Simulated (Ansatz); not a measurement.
# H2S2Te: the cost of one run

All numbers below are computed with Ansatz 0.2.0 (UKS B3LYP/def2-SVP).

**1. Starting point**

Bond lengths: S1–S2 2.046 Å, S2–Te3 2.401 Å, S1–H4 1.339 Å, Te3–H5 1.646 Å. Angles: S1–S2–Te3 107.9°, S2–S1–H4 98.2°, S2–Te3–H5 92.8°.

As a file:

```xyz
5

S    -1.4460   -0.9368    0.1797
S    -0.5778    0.9147    0.1092
Te    1.7521    0.6203   -0.3921
H    -1.8755   -0.9951   -1.0867
H     2.1472    0.3969    1.1898
```

**2. End point A**

File input.yaml:

```yaml
crystal:
  periodic: [false, false, false]
  atoms:
    - { symbol: S, position_ang: [-1.44602, -0.93683, 0.17974] }
    - { symbol: S, position_ang: [-0.57785, 0.91468, 0.10917] }
    - { symbol: Te, position_ang: [1.75214, 0.62032, -0.39206] }
    - { symbol: H, position_ang: [-1.87547, -0.99511, -1.08669] }
    - { symbol: H, position_ang: [2.14719, 0.39694, 1.18984] }
magnetization:
  spin_polarized: true
basis:
  gaussian: { orbitals: def2-SVP }
hamiltonian:
  xc: b3lyp
relax:
  f_tol: 0.02
  max_steps: 50
```

Launch:

```bash
ansatz run input.yaml --threads 2 --pin off --max-ram 3072MiB --backend cpu --events-out ev --progress --plain --runs-dir out
```

What time and memory should one allow on 2 threads of Arm Neoverse V2, shared host?

About 14 s, with a peak of 0.21 GiB.
